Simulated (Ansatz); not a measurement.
**GaH₂O₂ radical (SMILES [O][GaH][OH]): single points off equilibrium**

One table from this session's results is given with a row withheld; the runs are named, their logs left out.

Method: single points in def2-TZVPP; program: Ansatz 0.2.0, Gaussian basis.

Correlated methods freeze the cores. Filled d shells of the heavier atoms are correlated. Orbitals are unrestricted. B3LYP uses VWN-RPA correlation.

**Starting geometry**

SMILES `[O][GaH][OH]`, 5 atoms, charge 0, spin multiplicity 2.

Atoms are counted from 1 here; the program's logs count them from 0.

Bond lengths: O1–Ga2 1.569 Å, Ga2–O3 1.832 Å, Ga2–H4 1.481 Å, O3–H5 1.022 Å. Angles: O1–Ga2–O3 134.4°, O1–Ga2–H4 98.9°, O3–Ga2–H4 126.7°, Ga2–O3–H5 142.7°.

As a file:

```xyz
5

O    -1.8061   -0.6202    0.7282
Ga   -0.5179   -0.0758    0.0163
O     1.2456    0.0719    0.4917
H    -1.1262    0.3405   -1.2687
H     2.1801    0.2275    0.1095
```

Set-up of the first run:

The input, run/in.yaml:

```yaml
crystal:
  periodic: [false, false, false]
  atoms:
    - {symbol: O, position_ang: [-1.806100, -0.620200, 0.728200]}
    - {symbol: Ga, position_ang: [-0.517900, -0.075800, 0.016300]}
    - {symbol: O, position_ang: [1.245600, 0.071900, 0.491700]}
    - {symbol: H, position_ang: [-1.126200, 0.340500, -1.268700]}
    - {symbol: H, position_ang: [2.180100, 0.227500, 0.109500]}
basis:
  gaussian: {orbitals: def2-TZVPP}
magnetization: {spin_polarized: true, initial_magnetization: 1}
correlation: {method: ccsd_t}
scf: {omitted_lower_state_checks: [cluster_reference]}
output: {forces: true}
```

The command line of these runs was not kept.

Among the steps run: CCSD(T)/def2-TZVPP; PBE0-D4/def2-TZVPP; wB97M-V/def2-TZVPP; r2SCAN-D4/def2-TZVPP; PBE-D4/def2-TZVPP; B3LYP-D4/def2-TZVPP; BLYP-D4/def2-TZVPP.

One of the session's tables, all rows but one given; the rest of the session is left out.

| method | RMS force component (eV/Å) | angle to CCSD(T) forces (°) | dipole (D) |
| --- | --- | --- | --- |
| CCSD(T) | 3.728 | reference | 2.07 |
| PBE0-D4 | 3.511 | 2.0 | 2.31 |
| wB97M-V | 3.619 | 0.7 | 2.18 |
| r2SCAN-D4 | 3.335 | 2.2 | 2.53 |
| PBE-D4 | 3.206 | 3.8 | 2.90 |
| B3LYP-D4 | ? | ? | ? |
| BLYP-D4 | 3.296 | 4.0 | 2.90 |

Q: Estimate the row for B3LYP-D4 from the others.

As computed: RMS force component (eV/Å): 3.503; angle to CCSD(T) forces (°): 1.6; dipole (D): 2.44. In the column «RMS force component (eV/Å)» it lies between r2SCAN-D4 (3.335) and PBE0-D4 (3.511).
